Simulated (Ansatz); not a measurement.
**TaBi (CsCl type): how the settings move a single-point run**

Aim: see which settings change the result for TaBi (CsCl type), by how much, and at what cost.

Method: reference: DFT, LDA, all-electron LAPW, scalar-relativistic, in Ansatz 0.2.0.

1 further run of the same task is left out (it didn't finish). Runs told in other sessions of the task aren't counted.

### Step 1. The system as given

The structure is cubic, space group Pm-3m (No. 221). The conventional cell has a = 2.767 Å, b = 2.767 Å, c = 2.767 Å, α = 90.00°, β = 90.00°, γ = 90.00°. Around Ta (site symmetry m-3m) lie 8 Bi at 2.40 Å. Bi (site symmetry m-3m) has 8 Ta at 2.40 Å in its first shell of neighbours.

Coordinates:

```cif
data_structure
_symmetry_space_group_name_H-M 'Pm-3m'
_symmetry_Int_Tables_number 221
_cell_length_a 2.7671
_cell_length_b 2.7671
_cell_length_c 2.7671
_cell_angle_alpha 90.000
_cell_angle_beta 90.000
_cell_angle_gamma 90.000
_cell_volume 21.19
loop_
_atom_site_label
_atom_site_type_symbol
_atom_site_symmetry_multiplicity
_atom_site_Wyckoff_symbol
_atom_site_fract_x
_atom_site_fract_y
_atom_site_fract_z
_atom_site_occupancy
Ta1 Ta 1 a 0.00000 0.00000 0.00000 1
Bi1 Bi 1 b 0.50000 0.50000 0.50000 1
```

### Step 2. Baseline

input.yaml reads:

```yaml
crystal:
  lattice:
    - [2.7670596244, 0.0, 0.0]
    - [0.0, 2.7670596244, 0.0]
    - [0.0, 0.0, 2.7670596244]
  atoms:
    - { symbol: Ta, position: [0.0, 0.0, 0.0] }
    - { symbol: Bi, position: [0.5, 0.5, 0.5] }
kpoints:
  mp_grid: { grid: [11, 11, 11] }
  band_path:
    path:
      - [0.0, 0.0, 0.0]
      - [0.0, 0.5, 0.0]
      - [0.5, 0.5, 0.0]
      - [0.0, 0.0, 0.0]
      - [0.5, 0.5, 0.5]
      - [0.0, 0.5, 0.0]
      - [0.5, 0.5, 0.5]
      - [0.5, 0.5, 0.0]
    npoints: 8
scf:
  occupations: { method: fermi_dirac, width: 0.05 }
hamiltonian:
  xc: lda
  pseudopotentials: { kind: all_electron, lapw: { basis_error: 0.001 } }
output:
  forces: true
  stress: true
  eigenvalues: true
  populations: true
  dos: { projected: true, de: 0.2, e_range: [-14, 8] }
```

On the command line:

```
$ ansatz run input.yaml --threads 1 --pin off --max-ram 2048MiB --backend cpu --events-out ev --progress --plain --runs-dir out
```

From the output:

```text
[...]
Basis set: ecut = 399.9820599474178 eV, 389 PW (Γ), exchange–correlation at level 2
[...]
k-points: 56 of 1331
[...]
SCF iter   1: F=—  HF=-1009701.139647 eV  |F-HF|=—  |Δ(HF+E_count)|=         —  Δρ=6.07e-2  dr2=1.13e0  ethr=1.23e-3  ⟨swp⟩=2.0  Hψ=19141  notcnv=0
preconditioner: auto → Kerker (q_TF=auto, 3.485 Å⁻¹)  [metal: Δε(μ)=0.099 eV  Ē_g=31.438 eV  σ=0.050 eV  W_gap=0.46  n_scr=18 (ndim 8)  ℏωp=51.0 eV  f_vac=0.000  D(μ)=0.65/eV (n_scr^D=6)]
SCF iter   2: F=—  HF=-1009700.451608 eV  |F-HF|=—  |Δ(HF+E_count)|=   6.88e-1  Δρ=3.55e-2  dr2=4.11e-1  ethr=1.23e-3  ⟨swp⟩=2.0  Hψ=9520  notcnv=0
[...]
SCF iter   9: F=—  HF=-1009700.259207 eV  |F-HF|=—  |Δ(HF+E_count)|=   4.23e-7  Δρ=3.11e-5  dr2=1.15e-7  ethr=9.85e-10  ⟨swp⟩=2.0  Hψ=9023  notcnv=0
SCF iter  10: F=-1009700.259207 eV  HF=-1009700.259207 eV  |F-HF|=4.66e-10  |Δ(HF+E_count)|=   4.53e-8  Δρ=1.08e-5  dr2=1.63e-8  ethr=1.25e-10  ⟨swp⟩=2.0  Hψ=9023  notcnv=0
[...]
SCF converged after 10 iterations
Free energy (F): -1009700.259207 eV
[...]
E sigma→0 (E₀):  -1009700.256291 eV
[...]
Fermi energy:    48.669094 eV
[...]
  P = ⅓ Tr σ = 411.0962 GPa (4110.962 kbar)
[...]
```

It took 57 s on 1 thread of Arm Neoverse V2, shared host; peak memory 0.51 GiB.

### Step 3. Changing settings: preconditioner resta

Changes to input.yaml since step 2:

```diff
@@ -23,2 +23,3 @@
   occupations: { method: fermi_dirac, width: 0.05 }
+  mixing: { preconditioner: resta }
 hamiltonian:
@@ -31,2 +32 @@
   populations: true
-  dos: { projected: true, de: 0.2, e_range: [-14, 8] }
```

On the command line:

```
$ ansatz run input.yaml --threads 1 --pin off --max-ram 2048MiB --backend cpu --events-out ev --progress --plain --runs-dir out
```

The log of the run, cut to the lines that bear on the results:

```text
Ta: projections on atomic orbitals take those of the free atom 1s2 2s2 2p6 3s2 3p6 3d10 4s2 4p6 4d10 4f14 5s2 5p6 5d3 6s2, of charge +0.00 (hamiltonian.pseudopotentials.projection_atoms)
Bi: projections on atomic orbitals take those of the free atom 1s2 2s2 2p6 3s2 3p6 3d10 4s2 4p6 4d10 4f14 5s2 5p6 5d10 6s2 6p3, of charge +0.00 (hamiltonian.pseudopotentials.projection_atoms)
LAPW: plane waves up to 10.246 Å⁻¹, error target 1.0e-3 eV per atom; small_component_spin mean_spin; Ta in spheres of 1.217 Å, 45 of its electrons in bands, Dirac shells []; Bi in spheres of 1.180 Å, 47 of its electrons in bands, Dirac shells []
[...]
Pseudopotentials: kind: all_electron
Pseudopotential: Ta, LAPW, valence charge 45, Koelling and Harmon's equation, gaussian nucleus
Pseudopotential: Bi, LAPW, valence charge 47, Koelling and Harmon's equation, gaussian nucleus
Functional definition: SPW92
[...]
Crystal: 2 atoms, lattice volume = 21.186 Å³
Basis set: ecut = 399.9820599474178 eV, 389 PW (Γ), exchange–correlation at level 2
Bands: 56, of which v1, the nominal top of the filled ones, is band 46 counted from 1 (45 counted from 0)
Symmetry: 48 space group operations
Space group: Pm-3m (ITA 221), of the structure as read, at distance tolerance 2.8e-5 Å
k-points: 56 of 1331
[...]
SCF iter   1: F=—  HF=-1009701.139647 eV  |F-HF|=—  |Δ(HF+E_count)|=         —  Δρ=6.07e-2  dr2=1.13e0  ethr=1.23e-3  ⟨swp⟩=2.0  Hψ=19141  notcnv=0
[...]
the basis was enlarged: its passes take 75.9 KiB over the memory plan, 1 of 1 planned eigensolver slots
[...]
SCF iter   8: F=-1009700.259207 eV  HF=-1009700.259207 eV  |F-HF|=3.49e-10  |Δ(HF+E_count)|=   1.86e-9  Δρ=2.81e-6  dr2=8.56e-10  ethr=1.30e-10  ⟨swp⟩=2.0  Hψ=9023  notcnv=0
[...]
NSCF: frozen V_eff on 57 k-points
SCF converged after 8 iterations
Free energy (F): -1009700.259207 eV
[...]
E sigma→0 (E₀):  -1009700.256291 eV
Entropy (-TS):   -0.005832 eV (-2.916 meV/atom)
Fermi energy:    48.669101 eV
[...]
--- Forces (eV/Å), atoms counted from 1 ---
  atom   1  Ta    -0.00000000     0.00000000    -0.00000000
  atom   2  Bi    -0.00000000    -0.00000000     0.00000000
[...]
--- Stress (GPa, compression-positive) ---
      411.096356       0.000000       0.000000
        0.000000     411.096356       0.000000
        0.000000       0.000000     411.096356
  P = ⅓ Tr σ = 411.0964 GPa (4110.964 kbar)
--- Band table (eV; the first three rows and the last of 56) ---
[...]
--- Löwdin populations: 2 sites ---
  site symbol       q [e]
     0     Ta     73.8511
     1     Bi     82.0091
  spilling = 0.000896 (of n_electrons = 156.000000)
```

It took 54 s on 1 thread of Arm Neoverse V2, shared host; peak memory 0.51 GiB.

The changed mixing doesn't alter the result here (within 0.5 meV/atom).

### Step 4. Changing settings: xc_grid 3

Changes to input.yaml since step 2:

```diff
@@ -31,2 +31,3 @@
   populations: true
-  dos: { projected: true, de: 0.2, e_range: [-14, 8] }
+basis:
+  xc_grid: 3
```

On the command line:

```
$ ansatz run input.yaml --threads 1 --pin off --max-ram 2048MiB --backend cpu --events-out ev --progress --plain --runs-dir out
```

The log of the run, cut to the lines that bear on the results:

```text
Ta: projections on atomic orbitals take those of the free atom 1s2 2s2 2p6 3s2 3p6 3d10 4s2 4p6 4d10 4f14 5s2 5p6 5d3 6s2, of charge +0.00 (hamiltonian.pseudopotentials.projection_atoms)
Bi: projections on atomic orbitals take those of the free atom 1s2 2s2 2p6 3s2 3p6 3d10 4s2 4p6 4d10 4f14 5s2 5p6 5d10 6s2 6p3, of charge +0.00 (hamiltonian.pseudopotentials.projection_atoms)
LAPW: plane waves up to 10.246 Å⁻¹, error target 1.0e-3 eV per atom; small_component_spin mean_spin; Ta in spheres of 1.217 Å, 45 of its electrons in bands, Dirac shells []; Bi in spheres of 1.180 Å, 47 of its electrons in bands, Dirac shells []
[...]
[... 4 set-up lines as earlier in the session ...]
[...]
SCF iter  10: F=-1009700.259207 eV  HF=-1009700.259207 eV  |F-HF|=1.05e-9  |Δ(HF+E_count)|=   4.48e-8  Δρ=1.08e-5  dr2=1.63e-8  ethr=1.25e-10  ⟨swp⟩=2.0  Hψ=9023  notcnv=0
[...]
NSCF: frozen V_eff on 57 k-points
SCF converged after 10 iterations
Free energy (F): -1009700.259207 eV
[...]
E sigma→0 (E₀):  -1009700.256291 eV
Entropy (-TS):   -0.005832 eV (-2.916 meV/atom)
Fermi energy:    48.669094 eV
[...]
--- Forces (eV/Å), atoms counted from 1 ---
  atom   1  Ta    -0.00000000     0.00000000     0.00000000
  atom   2  Bi    -0.00000000    -0.00000000     0.00000000
[...]
--- Stress (GPa, compression-positive) ---
      411.096224       0.000000       0.000000
        0.000000     411.096224       0.000000
        0.000000       0.000000     411.096224
  P = ⅓ Tr σ = 411.0962 GPa (4110.962 kbar)
--- Band table (eV; the first three rows and the last of 56) ---
[...]
--- Löwdin populations: 2 sites ---
  site symbol       q [e]
     0     Ta     73.8511
     1     Bi     82.0091
  spilling = 0.000896 (of n_electrons = 156.000000)
```

Run time: 60 s. Hardware: 1 thread of Arm Neoverse V2, shared host; peak memory 0.51 GiB.

The changed input (numerical grids) leaves the energy the same to the digits printed.

### Step 5. Comparison

| run | ending | energy change | pressure (GPa) | gap (eV) | force (eV/Å) | cycles | time |
| --- | --- | --- | --- | --- | --- | --- | --- |
| reference | converged | 0 | 411.1 | 0.00 | 0.00 | 10 | 57 s |
| 1: preconditioner resta | converged | 0.0 meV/atom | 411.1 | 0.00 | 0.00 | 8 | 54 s |
| 2: xc_grid 3 | converged | 0.0 meV/atom | 411.1 | 0.00 | 0.00 | 10 | 60 s |

Times don't compare one to one where runs were asked for different outputs or read a saved state (see the inputs); cycles may leave out searches for a lower state.

Residual by cycle in the longest SCF loop of each run; runs are numbered as in the table. The quantity is the density residual dr2, in eV.

```
cycle  reference    run 1    run 2
    1       1.13     1.13     1.13
    2      0.411   0.0081    0.411
    3      0.136  0.00374    0.136
    4     0.0765   1.6e-4   0.0765
    5    0.00306   1.6e-5  0.00306
    6     4.9e-4   3.4e-6   4.9e-4
    7     1.1e-4   1.2e-7   1.1e-4
    8     9.1e-7  8.6e-10   9.1e-7
    9     1.1e-7        -   1.1e-7
   10     1.6e-8        -   1.6e-8
```

**Reading.** Of the converged runs whose energies compare with the reference's, none moves it noticeably. The structure is not at rest: the sound run finds 411 GPa, so these are no properties of the relaxed crystal. 
